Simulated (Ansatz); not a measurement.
Runs of Ansatz 0.2.0 on NaLaMnMoO6. The structure is monoclinic, space group C2/c (No. 15). The conventional cell has a = 7.589 Å, b = 7.699 Å, c = 8.220 Å, α = 90.00°, β = 90.32°, γ = 90.00°. Around Na (site symmetry 2) lie 4 O at 2.40 Å. La (site symmetry 2) is surrounded by 10 O at 2.57 to 2.89 Å. Mn (site symmetry -1) has 6 O at 1.94 to 2.23 Å as nearest neighbours. Mo (site symmetry -1) is surrounded by 6 O at 1.94 to 1.97 Å. Around O (site symmetry 1) lie 1 Mo at 1.94 Å and 1 Mn at 2.23 Å. O (site symmetry 1) is surrounded by 1 Mn at 1.95 Å and 1 Mo at 1.96 Å. Around O (site symmetry 1) lie 1 Mn at 1.94 Å and 1 Mo at 1.97 Å. The cell was built by a generator and needn't be a form met in nature.

```csv
task,level,potentials or basis,cell,k mesh,cutoff (eV),target pressure (GPa),points for each segment of the path,gap on the mesh (eV),pressure (GPa),moment (μB),largest force (eV/Å)
relaxation of cell and atoms,PBE,Ansatz PAW,relaxed to 5 GPa,4 × 4 × 3,420,5,-,none,5.0,(a),-
single point,PBE,PseudoDojo standard (PBE files),as given,5 × 5 × 4,1497,-,-,none,0.0,(b),0.09
relaxation of cell and atoms,PBE+D3(BJ),Ansatz PAW,relaxed,4 × 4 × 3,420,-,-,none,0.0,6.28,-
band structure,revPBE,Ansatz PAW,as given,5 × 5 × 4,420,-,10,none,3.3,6.89,0.05
relaxation of cell and atoms,PBE,Ansatz PAW,relaxed to 2 GPa,4 × 4 × 3,420,2,-,none,2.0,(c),-
```

Alike in all rows: spin collinear, ferromagnetic start; smearing fermi-dirac 0.05 eV.

Problem. Estimate the missing entries.

Solution. (a) 6.23; (b) 7.06; (c) 6.29.

Caveats: semilocal functionals often make such compounds metallic where correlation or magnetic order opens a gap, which also shifts bond lengths; only a ferromagnetic start was run, and an antiferromagnetic order may lie lower in energy; the starting moments weren't kept (some runs); the plane-wave basis is chosen anew once the cell has moved, so the energies of steps on either side of that aren't comparable (some runs); pairwise dispersion overbinds metals, which lowers pressure and volume (some runs); spin-orbit coupling is left out, which moves the levels of the heavy elements (some runs); the PAW data sets come from PBE, with cores solved anew for the run's functional, which leaves a small shift of forces and pressure (some runs).

A k mesh can miss the band edges, and the runs leave out spin-orbit coupling on La, Mo.

A gap of «none» marks a metal or a gap under the smearing width.
